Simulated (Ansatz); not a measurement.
# CH5B2N: the cost of one run

Program: Ansatz 0.2.0, driven from Python. The levels of theory stand in the script. These are calculated values, not measurements.

## Step 1: Starting point

Bond lengths: B1–B2 1.603 Å, B2–C3 1.561 Å, C3–N4 1.254 Å, B1–H5 1.231 Å, B1–H6 1.208 Å, B2–H7 1.191 Å, C3–H8 1.112 Å, N4–H9 1.087 Å. Angles: B1–B2–C3 123.2°, B1–B2–H7 118.4°, C3–B2–H7 118.3°, B2–B1–H5 120.5°, B2–B1–H6 125.3°, H5–B1–H6 114.0°, B2–C3–N4 125.0°, B2–C3–H8 116.8°, N4–C3–H8 117.5°, C3–N4–H9 123.3°.

The script reads ch5b2n.xyz:

```xyz
9

B    -0.48260    1.25620   -0.54820
B     0.34470   -0.10600   -0.72170
C     0.46550   -1.18290    0.40250
N     0.02180   -1.05730    1.56840
H    -0.58630    2.04850   -1.48440
H    -1.10030    1.57770    0.43920
H     0.91820   -0.29440   -1.74790
H     1.13410   -2.04760    0.19890
H    -0.62660   -0.24040    1.87600
```

## Step 2: The script

ch5b2n_methods.py

```python
"""One geometry of CH5B2N, method by method."""

import logging
import sys

import ansatz as az

logging.basicConfig(stream=sys.stdout, format="%(name)s: %(message)s")
log = logging.getLogger("run")
log.setLevel(logging.INFO)

geometry = az.Crystal.molecule_from_extxyz("ch5b2n.xyz")

base = geometry.calculation().basis(gaussian="def2-SVP")

methods = ["mp2", "ccsd", "ccsd_t"]
reports = [base.correlation(m).run().report for m in methods]
log.info(f"Hartree-Fock reference {reports[0]['reference_energy_ev'] / 27.211386246:.6f} Ha")
best = reports[-1]["free_energy_ev"] - reports[-1]["reference_energy_ev"]
for method, each in zip(methods, reports):
    gained = each["free_energy_ev"] - each["reference_energy_ev"]
    log.info(f"{method:8s} total {each['free_energy_ev'] / 27.211386246:.6f} Ha  correlation {gained:9.4f} eV  ({100 * gained / best:.1f} % of the last)")
```

## Step 3: The calls as engine input

The engine receives this input (first run):

```yaml
crystal:
  periodic: [false, false, false]
  atoms:
    - { symbol: B, position_ang: [-0.4826, 1.2562, -0.5482] }
    - { symbol: B, position_ang: [0.3447, -0.106, -0.7217] }
    - { symbol: C, position_ang: [0.4655, -1.1829, 0.4025] }
    - { symbol: "N", position_ang: [0.0218, -1.0573, 1.5684] }
    - { symbol: H, position_ang: [-0.5863, 2.0485, -1.4844] }
    - { symbol: H, position_ang: [-1.1003, 1.5777, 0.4392] }
    - { symbol: H, position_ang: [0.9182, -0.2944, -1.7479] }
    - { symbol: H, position_ang: [1.1341, -2.0476, 0.1989] }
    - { symbol: H, position_ang: [-0.6266, -0.2404, 1.876] }
basis:
  gaussian:
    orbitals: def2-SVP
correlation:
  method: mp2
```

## Step 4: The run

On the command line:

```sh
$ python ch5b2n_methods.py
```

**Question.** How long does this script take on 1 thread of Intel Xeon 6975P-C (Granite Rapids), shared host, and how much memory does it need?

About 6.6 s, with a peak of 0.33 GiB.
